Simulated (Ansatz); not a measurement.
# C3H8STe: the cost of one run

All numbers below are computed with Ansatz 0.2.0 (RKS PBE0-D4/def2-SVP).

**1. The starting structure**

Bond lengths: C1–Te2 2.120 Å, Te2–C3 2.123 Å, C3–C4 1.581 Å, C4–S5 1.799 Å, C1–H6 1.166 Å, C1–H7 1.141 Å, C1–H8 1.050 Å, C3–H9 1.099 Å, C3–H10 1.135 Å, C4–H11 1.175 Å, C4–H12 1.084 Å, S5–H13 1.421 Å. Angles (14 of 20 angles, heavy atoms first): C1–Te2–C3 90.2°, Te2–C3–C4 114.8°, C3–C4–S5 110.1°, Te2–C1–H6 108.3°, Te2–C1–H7 109.8°, Te2–C1–H8 112.5°, Te2–C3–H9 112.5°, Te2–C3–H10 110.6°, C4–C3–H9 104.7°, C4–C3–H10 107.6°, C3–C4–H11 104.0°, C3–C4–H12 111.1°, S5–C4–H11 110.3°, S5–C4–H12 113.4°.

Structure file:

```xyz
13

C    -2.2207   -0.3158    0.3637
Te   -1.1413   -0.7101   -1.4177
C     0.6477   -0.9261   -0.2949
C     1.3509    0.4336    0.1014
S     1.9229    1.2861   -1.3763
H    -3.3434   -0.1709    0.0863
H    -1.8986    0.6893    0.7959
H    -2.0972   -1.0706    1.0838
H     1.4184   -1.4916   -0.8366
H     0.4518   -1.5035    0.6625
H     0.5005    1.0521    0.6246
H     2.1338    0.2689    0.8327
H     2.2959    2.4239   -0.6107
```

**2. End point A**

Contents of input.yaml:

```yaml
crystal:
  periodic: [false, false, false]
  atoms:
    - { symbol: C, position_ang: [-2.2207, -0.3158, 0.3637] }
    - { symbol: Te, position_ang: [-1.1413, -0.7101, -1.4177] }
    - { symbol: C, position_ang: [0.6477, -0.9261, -0.2949] }
    - { symbol: C, position_ang: [1.3509, 0.4336, 0.1014] }
    - { symbol: S, position_ang: [1.9229, 1.2861, -1.3763] }
    - { symbol: H, position_ang: [-3.3434, -0.1709, 0.0863] }
    - { symbol: H, position_ang: [-1.8986, 0.6893, 0.7959] }
    - { symbol: H, position_ang: [-2.0972, -1.0706, 1.0838] }
    - { symbol: H, position_ang: [1.4184, -1.4916, -0.8366] }
    - { symbol: H, position_ang: [0.4518, -1.5035, 0.6625] }
    - { symbol: H, position_ang: [0.5005, 1.0521, 0.6246] }
    - { symbol: H, position_ang: [2.1338, 0.2689, 0.8327] }
    - { symbol: H, position_ang: [2.2959, 2.4239, -0.6107] }
basis:
  gaussian: { orbitals: def2-SVP }
hamiltonian:
  xc: pbe0
  dispersion: d4
relax:
  f_tol: 0.015
  max_steps: 40
output:
  orbitals: {}
```

On the command line:

```
$ ansatz run input.yaml --threads 2 --pin off --max-ram 3072MiB --backend cpu --events-out ev --progress --plain --runs-dir out
```

Q: Estimate wall time and peak memory on 2 threads of Intel Xeon Platinum 8488C (Sapphire Rapids), shared host.

About 85 s, with a peak of 0.36 GiB.
